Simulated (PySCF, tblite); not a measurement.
# C₅H₆O₂Si: geometry, infrared bands and NMR shifts

What infrared bands and NMR shifts should C₅H₆O₂Si (`C[SiH2]C#CC(=O)C=O`) show?

The runs use tblite 0.8.0 and PySCF 2.14.0, with density-fitted response routines of our own; the level of theory stands in each step. All values are computed, except where a source is named. Atoms count from 0, in the outputs and in this text.

### 1 The molecule as given

14 atoms, charge 0, multiplicity 1; geometry from: force field or distance geometry start.

Bonds of the start (Å): C0–Si1 1.85, Si1–C2 1.88, C2–C3 1.19, C3–C4 1.45, C4–O5 1.23, C4–C6 1.51, C6–O7 1.22, C0–H8 1.09, C0–H9 1.11, C0–H10 1.09, Si1–H11 1.49, Si1–H12 1.47, C6–H13 1.10.

### 2 Relaxing the molecule with GFN2-xTB

Job settings and geometry (Å):

```
{"job": {"kind": "relax", "xc": "GFN2-xTB", "basis": "xTB"}, "charge": 0, "multiplicity": 1}
C     -2.603500    -0.989600    -0.047000
Si    -1.929100     0.726500    -0.223500
C     -0.045400     0.726300    -0.212900
C      1.146800     0.737800    -0.226000
C      2.593100     0.731300    -0.211700
O      3.202700     1.787900    -0.325700
C      3.398000    -0.536400    -0.099200
O      2.873300    -1.629200     0.016500
H     -2.282700    -1.630100    -0.871100
H     -3.710500    -0.972200    -0.042200
H     -2.289000    -1.456700     0.886100
H     -2.421100     1.559000     0.908200
H     -2.424700     1.330900    -1.464400
H      4.491600    -0.385900    -0.114300
```

Started as:

```console
> OMP_NUM_THREADS=1 python probes_run.py task.json out
```

This one command runs all jobs of the session in turn.

**Question.** This job is followed by: GFN2-xTB harmonic vibrations, gas phase; GIAO PBE0/pcSseg-1 NMR shielding, non-relativistic, gas phase. What will the session give for the following? strongest single infrared mode (GFN2-xTB); zero-point energy (GFN2-xTB); ¹³C shifts against TMS (PBE0/pcSseg-1); ¹H shifts against TMS (PBE0/pcSseg-1, means over atoms taken as alike); ²⁹Si shifts against TMS (PBE0/pcSseg-1); ¹⁷O shifts against H2O (PBE0/pcSseg-1); surface potential, 1st and 99th percentile.

The runs gave:

| quantity | value |
| --- | --- |
| strongest single infrared mode (GFN2-xTB) | 2237 cm⁻¹, 411 km/mol |
| zero-point energy (GFN2-xTB) | 55.6 kcal/mol |
| ¹³C shifts against TMS (PBE0/pcSseg-1) | 195.2, 180.0, 118.3, 107.5, -5.0 ppm |
| ¹H shifts against TMS (PBE0/pcSseg-1, means over atoms taken as alike) | 9.15, 4.61, 0.52 ppm |
| ²⁹Si shifts against TMS (PBE0/pcSseg-1) | -66.2 ppm |
| ¹⁷O shifts against H2O (PBE0/pcSseg-1) | 720.4, 704.4 ppm |
| surface potential, 1st and 99th percentile | -1.26 V and 1.44 V |

What this shows: Over 60 steps the energy fell by 0.191 eV; of the close pairs, C0–Si1 changed most, 1.852 to 1.894 Å. The lowest mode is slightly imaginary (18i cm⁻¹), a soft motion within the noise of the Hessian, so the minimum is not strictly shown. The strongest single mode, at 2237 cm⁻¹, moves mainly H12 and H11. GFN2-xTB is a fitted tight-binding method: band positions and strengths are rough. Its intensities can rank the bands wrongly. The most deshielded carbon is C6 (aldehyde carbonyl carbon), at 195.2 ppm: low-lying n→π* states of the double bond to the heteroatom give a large paramagnetic term (-254 ppm). The most deshielded hydrogen is H13 (hydrogen on an aldehyde carbonyl carbon), at 9.15 ppm: the C=O anisotropy and electron withdrawal place aldehyde protons far downfield. At PBE0/pcSseg-1: Shielding is most anisotropic at O7 (span 1418 ppm, paramagnetic term -791 ppm). At PBE0/pcSseg-1, counted by nearest atom on the grid, the HOMO lies on O7 38 %; O5 30 %, the LUMO on O5 24 %; C4 23 %.
